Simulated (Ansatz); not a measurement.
# GeH4Te: the cost of one run

Computed with Ansatz 0.2.0, driven from Python. Level of theory: PBE0/def2-SVP.

**1. The structure**

Bond lengths: Ge1–Te2 2.567 Å, Ge1–H3 1.481 Å, Ge1–H4 1.532 Å, Ge1–H5 1.564 Å, Te2–H6 1.736 Å. Angles: Ge1–Te2–H6 89.1°, Te2–Ge1–H3 112.0°, Te2–Ge1–H4 107.7°, Te2–Ge1–H5 109.7°, H3–Ge1–H4 109.1°, H3–Ge1–H5 112.5°, H4–Ge1–H5 105.5°.

The script holds or builds the structure itself.

**2. Script**

The input, geh4te.py:

```python
"""Potential curve of GeH4Te along one bond."""

import warnings

import ansatz as az
from ase import Atoms
import numpy as np

config = {
    "basis_set": "def2-SVP",
    "functional": "pbe0",
}


def main() -> None:
    warnings.simplefilter("ignore", az.DeckWarning)

    atoms = Atoms(["Ge", "Te", "H", "H", "H", "H"], positions=[
        (-0.3104, -0.2824, -0.5047),
        (-0.0753, 0.9888, 1.7125),
        (0.0729, -1.7063, -0.3722),
        (-1.7771, -0.1973, -0.9384),
        (0.4995, 0.4533, -1.6216),
        (1.6325, 0.68, 1.6781),
    ])
    geometry = az.Crystal.molecule_from_ase(atoms)

    symbols = [site.symbol for site in geometry.cartesian_sites]
    start = np.array([site.position_ang for site in geometry.cartesian_sites])
    axis = (start[4] - start[0]) / np.linalg.norm(start[4] - start[0])
    moving = [4]
    lengths, energies = [1.33, 1.44, 1.56, 1.72, 1.95, 2.35, 2.81, 3.44], []
    for length in lengths:
        xyz = start.copy()
        xyz[moving] += (length - np.linalg.norm(start[4] - start[0])) * axis
        point = az.Crystal.molecule()
        for symbol, place in zip(symbols, xyz):
            point = point.atom(symbol, place.tolist())
        base = (
            point.calculation()
            .basis(gaussian=config["basis_set"])
            .functional(config["functional"])
            .spin("collinear")
        )
        report = base.run().report
        energies.append(report["free_energy_ev"])
        print(f"r = {length:6.3f} A  E = {energies[-1]:.5f} eV  <S^2> = {abs(report['mean_field']['state']['spin_squared']):.3f}")

    print("energy above the lowest point (eV):", [round(e - min(energies), 3) for e in energies])


if __name__ == "__main__":
    main()
```

**3. The calls as engine input**

The package turns the script's settings into the engine's input (first run):

```yaml
crystal:
  periodic: [false, false, false]
  atoms:
    - { symbol: Ge, position_ang: [-0.3104, -0.2824, -0.5047] }
    - { symbol: Te, position_ang: [-0.0753, 0.9888, 1.7125] }
    - { symbol: H, position_ang: [0.0729, -1.7063, -0.3722] }
    - { symbol: H, position_ang: [-1.7771, -0.1973, -0.9384] }
    - { symbol: H, position_ang: [0.3785282196236776, 0.34341120036688433, -1.454772760214453] }
    - { symbol: H, position_ang: [1.6325, 0.68, 1.6781] }
basis:
  gaussian:
    orbitals: def2-SVP
hamiltonian:
  xc: pbe0
magnetization:
  spin_polarized: true
```

**4. Running it**

Command:

```bash
> python geh4te.py
```

What time and memory should one allow on 1 thread of Arm Neoverse V1, shared host?

About 48 s, with a peak of 0.32 GiB.
